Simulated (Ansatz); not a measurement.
# YbGe2Rh2 (database structure): how the settings move a relaxation

Question: which choices in the input matter for YbGe2Rh2 (database structure)?

The COD entry's cell or inner coordinates are ideal or old and differ from later refinements, so a difference from it is no clean test against experiment.

Method: reference: DFT r2SCAN, plane waves, PAW, scalar-relativistic, no spin polarisation, in Ansatz 0.2.0.

1 further run of the same task is left out (it didn't finish).

## Step 1: Starting point

It takes space group I4/mmm (No. 139, tetragonal). Conventional cell: a = 4.028 Å, b = 4.028 Å, c = 9.981 Å, α = 90.00°, β = 90.00°, γ = 90.00°. Ge (site symmetry 4mm) has 4 Rh at 2.37 Å and 1 Ge at 2.50 Å as nearest neighbours. Yb (site symmetry 4/mmm) has 8 Ge at 3.11 Å and 8 Rh at 3.21 Å as nearest neighbours. Around Rh (site symmetry -4m2) lie 4 Ge at 2.37 Å.

Structure file:

```
CELL_PARAMETERS angstrom
0.00000 4.02800 0.00000
4.02800 0.00000 0.00000
2.01400 2.01400 -4.99038
ATOMIC_POSITIONS crystal
Ge 0.37500 0.37500 0.25000
Ge 0.62500 0.62500 0.75000
Yb 0.00000 0.00000 0.00000
Rh 0.75000 0.25000 0.50000
Rh 0.25000 0.75000 0.50000
```

## Step 2: Baseline

input.yaml

```yaml
crystal:
  lattice:
    - [0.0, 4.028004, 0.0]
    - [4.028004, 0.0, 0.0]
    - [2.014002, 2.014002, -4.990381]
  atoms:
    - { symbol: Ge, position: [0.375, 0.375, 0.25] }
    - { symbol: Ge, position: [0.625, 0.625, 0.75] }
    - { symbol: Yb, position: [0.0, 0.0, 0.0] }
    - { symbol: Rh, position: [0.75, 0.25, 0.5] }
    - { symbol: Rh, position: [0.25, 0.75, 0.5] }
  symmetry: { tolerance: 0.0003 }
kpoints:
  mp_grid: { grid: [5, 5, 5], shift: [0, 0, 0] }
magnetization:
  spin_polarized: false
scf:
  occupations: { method: fermi_dirac }
hamiltonian:
  pseudopotentials: { kind: paw }
  xc: r2scan
basis:
  ecutwfc: 500
output:
  forces: true
  stress: true
  eigenvalues: true
relax:
  max_steps: 40
  cell: {}
```

Launch:

```
ansatz run input.yaml --threads 1 --pin off --max-ram 2560MiB --backend cpu --events-out ev --progress --plain --runs-dir out
```

## Step 3: Variant: mp_grid.grid [8, 8, 8], xc_grid 4, accuracy high

Edit input.yaml of step 2 so:

```diff
@@ -13,3 +13,3 @@
 kpoints:
-  mp_grid: { grid: [5, 5, 5], shift: [0, 0, 0] }
+  mp_grid: { grid: [8, 8, 8], shift: [0, 0, 0] }
 magnetization:
@@ -23,2 +23,3 @@
   ecutwfc: 500
+  xc_grid: 4
 output:
@@ -27,2 +28,6 @@
   eigenvalues: true
+  write_density: true
+  write_potential: true
+  elf: true
+  volumetric_format: npy
 relax:
@@ -30 +35,2 @@
   cell: {}
+accuracy: high
```

## Step 4: Variant: mp_grid.grid [8, 8, 8], ecutwfc 450 eV

Edit input.yaml of step 2 so:

```diff
@@ -13,3 +13,3 @@
 kpoints:
-  mp_grid: { grid: [5, 5, 5], shift: [0, 0, 0] }
+  mp_grid: { grid: [8, 8, 8], shift: [0, 0, 0] }
 magnetization:
@@ -22,3 +22,3 @@
 basis:
-  ecutwfc: 500
+  ecutwfc: "450 eV"
 output:
```

## Step 5: Changing settings: symmetry.detect false, tolerance left out

Edit input.yaml of step 2 so:

```diff
@@ -11,3 +11,3 @@
     - { symbol: Rh, position: [0.25, 0.75, 0.5] }
-  symmetry: { tolerance: 0.0003 }
+  symmetry: { detect: false }
 kpoints:
```

Before running it: what results should come out? Wanted: for each run, ending; energy change; pressure; gap; force.

The runs gave:

```
                                                run     ending  energy change  pressure (GPa)  gap (eV)  force (eV/Å)  cycles     time
                                          reference  converged              0             0.0      0.00          0.00      75     52 s
1: mp_grid.grid [8, 8, 8], xc_grid 4, accuracy high  converged  -1.7 meV/atom             0.0      0.00          0.01      61    2 min
          2: mp_grid.grid [8, 8, 8], ecutwfc 450 eV  converged  -0.5 meV/atom             0.0      0.00          0.01      59     94 s
       3: symmetry.detect false, tolerance left out  converged   0.0 meV/atom             0.0      0.00          0.00      70  3.8 min
```

Times don't compare one to one where runs were asked for different outputs or read a saved state (see the inputs); cycles may leave out searches for a lower state.

What this shows: Of the converged runs whose energies compare with the reference's, «mp_grid.grid [8, 8, 8], xc_grid 4, accuracy high» moves the energy most (-1.7 meV/atom) and «symmetry.detect false, tolerance left out» least (0.0 meV/atom). Run 2 ran under the cutoff that the potentials recommend, as the log warns, so basis error is mixed into its values. The reference has no spin polarisation; with Rh and Yb present, a magnetic state may lie lower.

Caveats on the reference run: its f shells have neither a U nor exact exchange and are poorly placed; its mesh is coarse for a cell with so small a gap or none.
